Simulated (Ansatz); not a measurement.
I need energies of removing a hydrogen of CH5FGeSSi, SMILES F[Si]1([GeH3])CS1. Use the Python package of Ansatz (0.2.0). Level of theory (for the species named): CAM-B3LYP, def2-TZVP basis, multiplicity 1.

```xyz
10

F    -2.3809    0.1022    0.4504
Si   -0.7876    0.1989    0.0738
Ge    0.5725   -1.5597    0.6178
C     0.0124    1.7557   -0.5721
S    -0.4776    0.7745   -2.0466
H     0.5215   -1.8070    2.1558
H     2.0896   -1.2014    0.2479
H     0.1988   -2.8127   -0.1465
H     1.0356    1.8569   -0.3641
H    -0.7013    2.6414   -0.4136
```

`bde_ch5fgessi.py`:
```python
# -*- coding: utf-8 -*-
from dataclasses import dataclass

import ansatz


@dataclass(frozen=True)
class RunConfig:
    basis: str = 'def2-TZVP'
    functional: str = 'CAM-B3LYP'


settings = RunConfig()


def total_energy(molecule, charge=0, unpaired=0):
    calc = (
        molecule.calculation()
        .basis(gaussian=settings.basis)
        .functional(settings.functional)
    )
    if charge:
        calc = calc.charge(charge)
    if unpaired:
        calc = calc.spin('collinear', total=unpaired)
    return calc.run(threads=1).report['free_energy_ev']

GEOMETRY = '''
F    -2.38090    0.10220    0.45040
Si   -0.78760    0.19890    0.07380
Ge    0.57250   -1.55970    0.61780
C     0.01240    1.75570   -0.57210
S    -0.47760    0.77450   -2.04660
H     0.52150   -1.80700    2.15580
H     2.08960   -1.20140    0.24790
H     0.19880   -2.81270   -0.14650
H     1.03560    1.85690   -0.36410
H    -0.70130    2.64140   -0.41360
'''

def without(molecule, index):
    rest = ansatz.Crystal.molecule()
    for i, site in enumerate(molecule.cartesian_sites):
        if i != index:
            rest = rest.atom(site.symbol, site.position_ang)
    return rest


def main():
    system = ansatz.Crystal.molecule()
    for line in GEOMETRY.strip().splitlines():
        symbol, *xyz = line.split()
        system = system.atom(symbol, [float(v) for v in xyz])

    whole = total_energy(system, 0)
    hydrogen = total_energy(ansatz.Crystal.molecule().atom('H', (0, 0, 0)), 0, 1)
    print(f'E(molecule) = {whole:.5f} eV, E(H) = {hydrogen:.5f} eV')
    for index in [7, 9]:
        radical = total_energy(without(system, index), 0, 1)
        print(f'H{index}: homolysis {96.485332 * (radical + hydrogen - whole):.1f} kJ/mol')


if __name__ == '__main__':
    main()
```

```console
$ python bde_ch5fgessi.py
E(molecule) = -79072.54357 eV, E(H) = -13.57334 eV
H7: homolysis 358.2 kJ/mol
H9: homolysis 433.3 kJ/mol
```

Notes:
- Total energies depend on the basis set; only differences at equal settings carry meaning.
- The geometry is a force-field or estimated start, not a minimum of this method, and the basis set is short of its limit. All parts are taken at fixed geometry, without zero-point energy.
- Finished in 89 s on 1 thread of Arm Neoverse V1, on a shared host, peak memory 1 GiB.
